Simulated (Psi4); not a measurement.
# TPSSh/def2-SVP (core potential) run of HfHCl3O (SMILES Cl[Hf](Cl)(Cl)O)

What is the vertical ionisation energy of HfHCl3O at TPSSh/def2-SVP (core potential)? 

The calculation is run with Psi4 1.11.

1 further run of the same task is left out (set aside as unsound or not needed).

### 1 The system as given

The species is HfHCl3O (6 atoms), meant as a singlet with charge 0. As SMILES, `Cl[Hf](Cl)(Cl)O`. The coordinates come from a PBE0-D4/def2-TZVP relaxation.

Bond lengths: Cl1–Hf2 2.337 Å, Hf2–Cl3 2.337 Å, Hf2–Cl4 2.337 Å, Hf2–O5 1.881 Å, O5–H6 0.953 Å. Angles: Cl1–Hf2–Cl3 109.7°, Cl1–Hf2–Cl4 109.7°, Cl1–Hf2–O5 109.2°, Cl3–Hf2–Cl4 109.7°, Cl3–Hf2–O5 109.2°, Cl4–Hf2–O5 109.2°, Hf2–O5–H6 179.9°.

### 2 Energy and forces at TPSSh/def2-SVP (core potential)

cl3hhfo.xyz reads:

```xyz
6
Cl3HHfO
Cl     0.876760    -0.101050    -2.336560
Hf    -0.022850    -0.350510    -0.194310
Cl    -2.262380    -0.999350    -0.349730
Cl     1.185990    -1.965090     0.985740
O      0.084060     1.291990     0.717110
H      0.138420     2.124020     1.177740
```

job.py reads:

```python
import psi4

psi4.set_memory(2200000000)
psi4.set_num_threads(1)
psi4.core.set_output_file('psi4.out', False)

with open('cl3hhfo.xyz') as f:
    atoms = ''.join(f.readlines()[2:])
mol = psi4.geometry('0 1\n' + atoms + 'symmetry c1')

psi4.set_options({
    'basis': 'def2-SVP',
    'reference': 'rks',
    'puream': True,
    'e_convergence': 1e-09,
    'd_convergence': 1e-08,
    'scf_type': 'pk',
    'dft_radial_points': 99,
    'dft_spherical_points': 590,
})

E, wfn = psi4.gradient("tpssh", return_wfn=True)
psi4.oeprop(wfn, "DIPOLE", "WIBERG_LOWDIN_INDICES", "MULLIKEN_CHARGES")
print('gradient / Eh bohr^-1')
print(E.np.round(6))
print(f'energy = {wfn.energy():.10f} Eh')
```

Launch:

```bash
$ python job.py
```

psi4.out:

```text
[...]
    !!!  WARNING: ECP capability is in beta. Please check occupations closely.  !!!
[...]
  Running in c1 symmetry.
[...]
  Nuclear repulsion =  361.304236897644159
[...]
  Multiplicity = 1
[...]
  Nalpha       = 36
  Nbeta        = 36
[...]
    Number of basis functions: 105
[...]
   @RKS iter   1: -1504.06368291115336   -3.49522e-01   7.49416e-03 DIIS/ADIIS
[...]
   @RKS iter  12: -1504.31154700523052   -3.86535e-12   5.24618e-09 DIIS
[...]
    Orbital Energies [Eh]
    ---------------------
    Doubly Occupied:
       1A   -101.354819     2A   -101.354794     3A   -101.354787
       4A    -19.103413     5A     -9.381913     6A     -9.381901
       7A     -9.381895     8A     -7.132176     9A     -7.132164
      10A     -7.132157    11A     -7.129884    12A     -7.129878
      13A     -7.129858    14A     -7.129603    15A     -7.129600
      16A     -7.129594    17A     -2.494354    18A     -1.358604
      19A     -1.348812    20A     -1.348812    21A     -0.968784
      22A     -0.794104    23A     -0.784917    24A     -0.784912
      25A     -0.529924    26A     -0.382749    27A     -0.376432
      28A     -0.376431    29A     -0.360344    30A     -0.360341
      31A     -0.337770    32A     -0.337768    33A     -0.334629
      34A     -0.319320    35A     -0.319317    36A     -0.315163
[...]
  @RKS Final Energy: -1504.31154700523052
   => Energetics <=
    Nuclear Repulsion Energy =            361.3042368976441594
    One-Electron Energy =               -2810.4279261485226016
    Two-Electron Energy =                1034.9391828890541092
    DFT Exchange-Correlation Energy =     -90.1270406434060192
    Empirical Dispersion Energy =           0.0000000000000000
    VV10 Nonlocal Energy =                  0.0000000000000000
    Total Energy =                      -1504.3115470052305227
[...]
  -Total Gradient:
     Atom            X                  Y                   Z
    ------   -----------------  -----------------  -----------------
       1       -0.002706772737    -0.001073781044     0.006281775123
       2        0.000163522868     0.002560777967     0.001424359639
       3        0.006747257858     0.001657450863     0.000281165811
       4       -0.003678383078     0.004585155666    -0.003717983293
       5        0.000049741117     0.000771397631     0.000426835168
       6       -0.000561205905    -0.008613566003    -0.004777351616
[...]
 Multipole Moments:
 ------------------------------------------------------------------------------------
     Multipole            Electronic (a.u.)      Nuclear  (a.u.)        Total (a.u.)
 ------------------------------------------------------------------------------------
 L = 1.  Multiply by 2.5417464519 to convert [e a0] to [Debye]
 Dipole X            :          1.1372421           -1.0679408            0.0693013
 Dipole Y            :         17.4767548          -16.4137509            1.0630039
 Dipole Z            :          9.6998209           -9.1107516            0.5890694
 Magnitude           :                                                    1.2172849
[...]
  Mulliken Charges: (a.u.)
   Center  Symbol    Alpha    Beta     Spin     Total
       1    CL     8.63391  8.63391  0.00000 -0.26782
       2    HF     5.51406  5.51406  0.00000  0.97188
       3    CL     8.63391  8.63391  0.00000 -0.26783
       4    CL     8.63392  8.63392  0.00000 -0.26784
       5     O     4.19080  4.19080  0.00000 -0.38159
       6     H     0.39340  0.39340  0.00000  0.21320
   Total alpha = 36.00000, Total beta = 36.00000, Total charge = -0.00000
  Wiberg Bond Indices using Orthogonal Lowdin Orbitals:
[...]
```

The script printed:

```text
gradient / Eh bohr^-1
[[-2.707e-03 -1.074e-03  6.282e-03]
 [ 1.640e-04  2.561e-03  1.424e-03]
 [ 6.747e-03  1.657e-03  2.810e-04]
 [-3.678e-03  4.585e-03 -3.718e-03]
 [ 5.000e-05  7.710e-04  4.270e-04]
 [-5.610e-04 -8.614e-03 -4.777e-03]]
energy = -1504.3115470052 Eh
```

Run time: 35 s. Hardware: 1 thread of Intel Xeon 6975P-C (Granite Rapids), shared host; peak memory 1 GiB.

### 3 The doublet cation: a single-point energy at UTPSSh/def2-SVP (core potential)

job.json reads:

```json
{
  "schema_name": "qcschema_input",
  "schema_version": 1,
  "molecule": {
    "schema_name": "qcschema_molecule",
    "schema_version": 2,
    "symbols": ["Cl", "Hf", "Cl", "Cl", "O", "H"],
    "geometry": [1.65683628, -0.19095682, -4.41545847, -0.04318024, -0.6623679, -0.36719268, -4.27527859, -1.8884978, -0.66089392, 2.24119629, -3.71348191, 1.86277863, 0.15885038, 2.44150726, 1.3551415, 0.26157589, 4.01381608, 2.22560605],
    "molecular_charge": 1,
    "molecular_multiplicity": 2,
    "fix_symmetry": "c1"
  },
  "driver": "energy",
  "model": {
    "method": "tpssh",
    "basis": "def2-SVP"
  },
  "keywords": {
    "reference": "uks",
    "puream": true,
    "e_convergence": 1e-09,
    "d_convergence": 1e-08,
    "scf_type": "pk",
    "dft_radial_points": 99,
    "dft_spherical_points": 590,
    "maxiter": 100
  }
}
```

Launch:

```bash
$ psi4 --qcschema job.json -n 1 --memory 2200MB
```

stdout:

```text
[...]
    !!!  WARNING: ECP capability is in beta. Please check occupations closely.  !!!
[...]
  Running in c1 symmetry.
[...]
  Nuclear repulsion =  361.304237010780241
[...]
  Multiplicity = 2
[...]
  Nalpha       = 36
  Nbeta        = 35
[...]
    Number of basis functions: 105
[...]
   @UKS iter   1: -1503.67236994723248    3.83145e-02   7.13912e-03 ADIIS/DIIS
[...]
   @UKS iter  43: -1503.90609016210874   -3.63798e-12   6.46841e-09 DIIS
[...]
   @S^2 Observed:                7.561739307E-01
[...]
    Orbital Energies [Eh]
    ---------------------
    Alpha Occupied:
       1A   -101.590063     2A   -101.586909     3A   -101.586884
       4A    -19.283902     5A     -9.616216     6A     -9.613112
       7A     -9.613093     8A     -7.370389     9A     -7.366995
      10A     -7.366976    11A     -7.364485    12A     -7.361475
      13A     -7.361457    14A     -7.361455    15A     -7.358466
      16A     -7.358445    17A     -2.694500    18A     -1.556149
      19A     -1.550863    20A     -1.550650    21A     -1.144241
      22A     -1.021423    23A     -1.013048    24A     -1.011336
      25A     -0.706510    26A     -0.594522    27A     -0.581983
      28A     -0.581121    29A     -0.574934    30A     -0.570436
      31A     -0.551121    32A     -0.549880    33A     -0.544846
      34A     -0.544729    35A     -0.522995    36A     -0.522705
[...]
  @UKS Final Energy: -1503.90609016210874
   => Energetics <=
    Nuclear Repulsion Energy =            361.3042370107802412
    One-Electron Energy =               -2794.9307407369710745
    Two-Electron Energy =                1019.5151289088759086
    DFT Exchange-Correlation Energy =     -89.7947153447938149
    Empirical Dispersion Energy =           0.0000000000000000
    VV10 Nonlocal Energy =                  0.0000000000000000
    Total Energy =                      -1503.9060901621089670
[...]
 Multipole Moments:
 ------------------------------------------------------------------------------------
     Multipole            Electronic (a.u.)      Nuclear  (a.u.)        Total (a.u.)
 ------------------------------------------------------------------------------------
 L = 1.  Multiply by 2.5417464519 to convert [e a0] to [Debye]
 Dipole X            :          1.0777653           -1.0679408            0.0098245
 Dipole Y            :         16.9773300          -16.4137510            0.5635790
 Dipole Z            :          9.4254189           -9.1107516            0.3146673
 Magnitude           :                                                    0.6455489
[...]
```

The result, in JSON:

```text
{
 "driver": "energy",
 "model": {
  "method": "tpssh",
  "basis": "def2-SVP"
 },
 "success": true,
 "return_result": -1503.9060901621087,
 "properties": {
  "calcinfo_nbasis": 105,
  "calcinfo_nmo": 105,
  "calcinfo_nalpha": 36,
  "calcinfo_nbeta": 35,
  "calcinfo_natom": 6,
  "nuclear_repulsion_energy": 361.30423701078024,
  "return_energy": -1503.9060901621087,
  "scf_one_electron_energy": -2794.930740736971,
  "scf_two_electron_energy": 1019.5151289088759,
  "scf_xc_energy": -89.79471534479381,
  "scf_dipole_moment": [0.009824515352259144, 0.5635790254218271, 0.31466726576307913],
  "scf_total_energy": -1503.9060901621087,
  "scf_iterations": 43
 }
}
```

Run time: 2.3 min. Hardware: 1 thread of Intel Xeon 6975P-C (Granite Rapids), shared host; peak memory 1 GiB.

### 4 Outcome

Level: TPSSh/def2-SVP (core potential).

```
                                          quantity           value
                     singlet HfHCl3O: total energy  -1504.31155 Eh
                    singlet HfHCl3O: dipole moment          3.09 D
                      singlet HfHCl3O: HOMO energy        -8.58 eV
                      singlet HfHCl3O: LUMO energy        -1.77 eV
                    singlet HfHCl3O: HOMO–LUMO gap         6.80 eV
         singlet HfHCl3O: largest force on an atom      0.507 eV/Å
                      doublet cation: total energy  -1503.90609 Eh
doublet cation: HOMO energy (highest over α and β)       -14.09 eV
 doublet cation: LUMO energy (lowest over α and β)       -13.47 eV
                              doublet cation: ⟨S²⟩           0.756
vertical ionisation energy (to the doublet cation)       11.033 eV
```

In words: The vertical ionisation energy comes to 11.03 eV (254 kcal/mol). The largest force (singlet HfHCl3O) is 0.51 eV/Å: the shape isn't a stationary point for this species at this level. −ε(HOMO) before ionisation, 8.58 eV, is 2.46 eV below this ionisation energy.
